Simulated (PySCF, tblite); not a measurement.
**C3H10ClSi2 radical, a small gas-phase stand-in for a defect centre (C site with back bonds [SiH3], C[SiH3], Cl): EPR parameters**

Aim: the EPR parameters of `[CH2]C([SiH3])(Cl)C[SiH3]`. It is drawn as: carbon radical.

Programs: tblite 0.8.0 and PySCF 2.14.0. All values are calculated, for the isolated system unless a continuum is named. Atoms count from 0, parts from 1.

## (1) The system as given

16 atoms, charge 0, multiplicity 2; geometry: distance geometry start.

## (2) Geometry optimisation with GFN2-xTB

What the job is given:

```
{"job": {"kind": "relax", "xc": "GFN2-xTB", "basis": "xTB"}, "charge": 0, "multiplicity": 2}
C     -0.386424    -0.434797    -0.043489
Si    -2.034884     0.013339    -0.740550
C      0.631827     0.627158    -0.474111
Si     2.296243     0.144428     0.209388
Cl     0.130806    -2.033652    -0.643264
C     -0.545840    -0.448700     1.448220
H     -2.553717     1.172556     0.034946
H     -1.905668     0.519994    -2.144593
H     -2.910508    -1.116961    -0.678036
H      0.662540     0.543373    -1.621160
H      0.308479     1.580309    -0.117886
H      2.108265    -0.812882     1.296295
H      3.012691     1.351877     0.706329
H      3.103556    -0.482006    -0.871342
H     -0.593988     0.559703     1.853583
H     -1.369222    -1.122452     1.744164
```

Level: GFN2-xTB geometry optimisation, gas phase.

On the command line:

```bash
$ OMP_NUM_THREADS=1 python cluster_run.py task.json out
```

This one command runs all jobs of the session in turn.

**Question.** The jobs that follow are: PBE0-D3(BJ)/def2-SVP geometry optimisation, gas phase; UKS B3LYP, IGLO-III on C Cl Si, pcH-1 on H, non-relativistic, mean-field spin-orbit, GIAO; UKS BHandHLYP, IGLO-III on C Cl Si, pcH-1 on H, non-relativistic, mean-field spin-orbit, GIAO. Predict: point group; rotational constants (main isotopes); g(iso) (B3LYP); ⟨S²⟩; largest a(iso).

**Answer**, as computed:

```
                            quantity                   value
                         point group                      C1
rotational constants (main isotopes)    2.57, 1.19, 1.03 GHz
                      g(iso) (B3LYP)                 2.00252
                                ⟨S²⟩      0.755 (exact 0.75)
                      largest a(iso)  29Si on Si1, -98.9 MHz
```

The start of the PBE0/def2-SVP relaxation was shaken at random by about 0.01 Å, so part of the energy gained, and of the first lengths quoted, undoes that. The optimisation took 7 steps and gained 0.287 eV; among the close pairs (by a distance rule), Si3–H12 changed most, from 1.438 to 1.496 Å (PBE0/def2-SVP). Most of the unpaired spin sits on C5 (1.01 e). The isotropic g lies 0.2 ppt above the free-electron value. The coupling of 29Si on Si1 runs from -98.9 (B3LYP/IGLO-III+pcH-1) to -93.6 MHz (BHandHLYP/IGLO-III+pcH-1). A capped cluster stands for the solid here, so long-range fields and strain are missing, and bands or shifts of the capping hydrogens have no counterpart in it.
